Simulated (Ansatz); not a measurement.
# BN: the band gap up the ladder of functionals

The task here is to estimate one member of a computed series from the others.

The COD entry's cell or inner coordinates are ideal or old and differ from later refinements, so a difference from it is no clean test against experiment.

Program: Ansatz 0.2.0. PAW datasets, plane waves. Calculated at 0 K for a non-magnetic cell.

## The system as given

The cell was relaxed beforehand with r2SCAN+rVV10.

Space group P6_3/mmc (No. 194), hexagonal; a = 2.501 Å, c = 6.524 Å in the conventional setting, 8.83 Å³ an atom. B has 3 N at 1.44 Å; N has 3 B at 1.44 Å.

Structure file:

```cif
data_structure
_symmetry_space_group_name_H-M 'P6_3/mmc'
_symmetry_Int_Tables_number 194
_cell_length_a 2.5006
_cell_length_b 2.5006
_cell_length_c 6.5236
_cell_angle_alpha 90.000
_cell_angle_beta 90.000
_cell_angle_gamma 120.000
_cell_volume 35.33
loop_
_atom_site_label
_atom_site_type_symbol
_atom_site_symmetry_multiplicity
_atom_site_Wyckoff_symbol
_atom_site_fract_x
_atom_site_fract_y
_atom_site_fract_z
_atom_site_occupancy
B1 B 2 c 0.33333 0.66667 0.25000 1
N1 N 2 d 0.33333 0.66667 0.75000 1
```

The first run:

File input.yaml:

```yaml
crystal:
  lattice:
    - [2.5005826604, 0.0, 0.0]
    - [-1.2502913302, 2.1655681082, 0.0]
    - [0.0, 0.0, 6.5236386365]
  atoms:
    - { symbol: B, position: [0.3333333333, 0.6666666667, 0.25] }
    - { symbol: B, position: [0.6666666667, 0.3333333333, 0.75] }
    - { symbol: "N", position: [0.3333333333, 0.6666666667, 0.75] }
    - { symbol: "N", position: [0.6666666667, 0.3333333333, 0.25] }
kpoints:
  mp_grid: { grid: [12, 12, 4] }
  band_path:
    path:
      - [[0.0, 0.0, 0.0], [0.5, -2.188419892546e-18, 0.0], [0.3333333333333, 0.3333333333333, 0.0], [0.0, 0.0, 0.0], [0.0, 0.0, 0.5], [0.5, -2.188419892546e-18, 0.5], [0.3333333333333, 0.3333333333333, 0.5], [0.0, 0.0, 0.5]]
      - [[0.5, -2.188419892546e-18, 0.5], [0.5, -2.188419892546e-18, 0.0]]
      - [[0.3333333333333, 0.3333333333333, 0.5], [0.3333333333333, 0.3333333333333, 0.0]]
    npoints: 10
hamiltonian:
  xc: pbe
scf:
  occupations: { method: fermi_dirac, width: 0.02 }
  n_extra_bands: 5
output:
  forces: true
  stress: true
  eigenvalues: true
```

The run is started by

```
> ansatz run input.yaml --threads 2 --pin off --max-ram 4608MiB --backend cpu --events-out ev --progress --plain --runs-dir out
```

Among the steps run: Band structure with PBE; r2SCAN; Single point with HSE06; PBE0; Single point with LDA; Quasiparticle levels, G0W0@PBE; G0W0 on PBE; Single point with DDH-PBE0; r2SCANh at the same geometry; Hartree-Fock at the same geometry.

One table of the session follows, with a row left open; its other results are not shown here.

| level | gap (eV) |
| --- | --- |
| PBE | 4.21 |
| r2SCAN | ? |
| HSE06 | 5.52 |
| PBE0 | 6.26 |
| LDA | 4.01 |
| G0W0@PBE (105 empty bands) | 5.68 |
| G0W0@PBE (261 empty bands) | 5.85 |
| DDH-PBE0 | 6.20 |
| r2SCANh | 5.50 |
| Hartree-Fock | 13.13 |

**Question.** Estimate the row for r2SCAN.

The run gave: gap (eV): 4.76. In the column «gap (eV)» it lies between PBE (4.21) and r2SCANh (5.50).

Meshes: PBE 12×12×4, r2SCAN 12×12×4, HSE06 9×9×4, PBE0 9×9×4, LDA 12×12×4, DDH-PBE0 9×9×4, r2SCANh 9×9×4, Hartree-Fock 9×9×4

**Reading.** LDA gives the least gap, 4.01 eV, and Hartree-Fock the largest, 13.13 eV. PBE reaches 72 % of the G0W0@PBE value, and r2SCAN 81 %. PBE0 lies 0.74 eV above HSE06, which differs from it by screening the long-range exchange. Hartree-Fock lies above G0W0@PBE by 7.3 eV. G0W0 values are finite-basis, finite-mesh values. All values are for fixed nuclei; lattice motion, which mostly narrows measured gaps, is not included.

Limits of these values: Warnings in the runs' records: stress scf threshold loose, stress exchange threshold loose.
